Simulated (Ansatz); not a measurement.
# C2H6AlF: a ladder of functionals and wavefunction methods

The task here is to estimate one member of a computed series from the others.

Method: functionals in def2-TZVPP, the program's frozen cores in correlated methods; program: Ansatz 0.2.0, Gaussian basis.

Plan: LDA (SPW92), PBE-D4, revPBE-D4, BLYP-D4, r2SCAN-D4, B97M-V, PBE0-D4, B3LYP-D4, r2SCANh-D4, r2SCAN0-D4, HSE06-D4, BHLYP-D4, CAM-B3LYP-D4, LC-ωPBE, ωB97X-V, ωB97M-V, B2PLYP, PBE-QIDH; CCSD(T)/def2-SVP; CCSD(T)/def2-TZVPP; MP2/def2-QZVPP; extrapolation to the limit; RPA on PBE.

**Structure used throughout**

The geometry comes from an earlier relaxation with PBE0-D4 in a triple-zeta def2 set; it is a stationary point, not always the lowest conformer.

SMILES `[CH3][Al]([CH3])[F]`, 10 atoms, charge 0, spin multiplicity 1.

Atoms are counted from 1 here; the program's logs count them from 0.

Bond lengths: C1–Al2 1.942 Å, C1–H5 1.092 Å, C1–H6 1.095 Å, C1–H7 1.095 Å, Al2–C3 1.942 Å, Al2–F4 1.659 Å, C3–H8 1.095 Å, C3–H9 1.093 Å, C3–H10 1.095 Å. Angles: Al2–C1–H5 112.4°, Al2–C1–H6 110.9°, Al2–C1–H7 111.1°, H5–C1–H6 107.9°, H5–C1–H7 108.1°, H6–C1–H7 106.3°, C1–Al2–C3 126.3°, C1–Al2–F4 117.4°, C3–Al2–F4 116.3°, Al2–C3–H8 110.9°, Al2–C3–H9 112.6°, Al2–C3–H10 110.9°, H8–C3–H9 107.9°, H8–C3–H10 106.4°, H9–C3–H10 107.9°.

Set-up of the first run:

The input, in.yaml:

```yaml
crystal:
  periodic: [false, false, false]
  atoms:
    - {symbol: C, position_ang: [-0.566730, 1.412593, -0.858485]}
    - {symbol: Al, position_ang: [-0.288615, -0.445281, -0.364266]}
    - {symbol: C, position_ang: [0.794714, -1.093086, 1.112174]}
    - {symbol: F, position_ang: [-1.047312, -1.600604, -1.281288]}
    - {symbol: H, position_ang: [-1.184438, 1.517147, -1.752896]}
    - {symbol: H, position_ang: [-1.053982, 1.963375, -0.046842]}
    - {symbol: H, position_ang: [0.387085, 1.917335, -1.043818]}
    - {symbol: H, position_ang: [0.189438, -1.676658, 1.813166]}
    - {symbol: H, position_ang: [1.269782, -0.283764, 1.671992]}
    - {symbol: H, position_ang: [1.583158, -1.762255, 0.753362]}
basis:
  gaussian: {orbitals: def2-TZVPP}
hamiltonian: {xc: lda}
output: {orbitals: {seedname: orbitals}}
```

Steps of the session up to this table: LDA; PBE-D4 (GGA); revPBE-D4 (GGA); BLYP-D4 (GGA); r2SCAN-D4 (meta-GGA); B97M-V (meta-GGA); PBE0-D4 (hybrid); B3LYP-D4 (hybrid); r2SCANh-D4 (hybrid); r2SCAN0-D4 (hybrid); HSE06-D4 (hybrid); BHLYP-D4 (hybrid); CAM-B3LYP-D4 (range-separated); LC-ωPBE-D4 (range-separated; the results give it without D4); ωB97X-V (range-separated); ωB97M-V (range-separated); B2PLYP (double hybrid); PBE-QIDH (double hybrid).

One of the session's tables, all rows but one given; the rest of the session is left out.

It belongs to the step «Frontier levels by functional». 

| functional | HOMO (eV) | gap (eV) |
| --- | --- | --- |
| LDA (SPW92) | -6.76 | 5.46 |
| PBE-D4 | -6.62 | 5.56 |
| revPBE-D4 | -6.56 | 5.62 |
| BLYP-D4 | -6.50 | 5.51 |
| r2SCAN-D4 | -6.89 | 6.22 |
| B97M-V | -6.96 | 6.09 |
| PBE0-D4 | -7.92 | 7.65 |
| B3LYP-D4 | -7.70 | 7.17 |
| r2SCANh-D4 | -7.38 | 6.96 |
| r2SCAN0-D4 | -8.11 | 8.05 |
| HSE06-D4 | -7.52 | 6.88 |
| BHLYP-D4 | -9.13 | 9.57 |
| CAM-B3LYP-D4 | -9.31 | 9.91 |
| LC-ωPBE | ? | ? |
| ωB97X-V | -10.30 | 11.92 |
| ωB97M-V | -10.15 | 11.40 |

**Question.** Estimate the row for LC-ωPBE.

**Answer.** HOMO (eV): -10.68; gap (eV): 12.46. In the column «HOMO (eV)» it is the lowest.
